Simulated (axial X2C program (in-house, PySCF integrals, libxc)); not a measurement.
# HSbH⁺: bond lengths and stretches, held linear

One table from this session's results is given with a row withheld; the runs are named, their logs left out.

Program: an in-house X2C program for linear molecules on PySCF integrals. Level of theory: all-electron X2C, two-component (2c) or spin-free, H dyall-v3z, Sb dyall-v3z. These are calculated values, not measurements.

All values are calculated.

2 further runs of the same task are left out: 2 set aside as unsound or not needed.

Set-up of the first run:

The input, task.json:

```json
{"zs": [1, 51, 1], "q": 1, "bas": ["dyall-v3z", "dyall-v3z", "dyall-v3z"], "r0": [1.72, 1.72], "symm": 1, "scan": ["PBE0", "HF", "BHandHLYP"], "levels": ["PBE0", "HF", "BHandHLYP"], "nst": 2}
```

Keys: zs atomic numbers; q charge; bas basis sets; r0 starting distance in Å; symm equal bonds; scan levels of the two-bond scan (MP2 follows by itself at each HF point); levels methods; nst determinants followed.

On the command line:

```bash
python solin.py task.json out
```

Masses H 1.008, Sb 120.904, H 1.008 u.

Steps of the session up to this table: Scan at PBE0, 2c; Scan at HF, 2c; Scan at BHandHLYP, 2c.

One table of the session follows, with a row left open; its other results are not shown here.

```
               level  r(H–Sb) (Å)  r(Sb–H) (Å)  lower stretch (cm⁻¹)  upper stretch (cm⁻¹)
            PBE0, 2c            ?            ?                     ?                     ?
              HF, 2c        1.643        1.643                2152.6                2169.4
       BHandHLYP, 2c        1.641        1.641                2091.2                2201.1
             MP2, 2c        1.634        1.634                2057.2                2278.6
     PBE0, spin-free        1.650        1.650                2040.3                2167.4
       HF, spin-free        1.642        1.642                2154.4                2176.5
BHandHLYP, spin-free        1.640        1.640                2093.5                2208.5
      MP2, spin-free        1.634        1.634                2059.4                2282.1
```

Estimate the missing values for PBE0, 2c.

As computed: r(H–Sb) (Å): 1.651; r(Sb–H) (Å): 1.651; lower stretch (cm⁻¹): 2037.5; upper stretch (cm⁻¹): 2160.7. In the column «r(H–Sb) (Å)» it is the highest.

Scans not shown above were run alike.

To keep in mind: The molecule was held linear; bending was not examined, so a bent shape may lie lower.
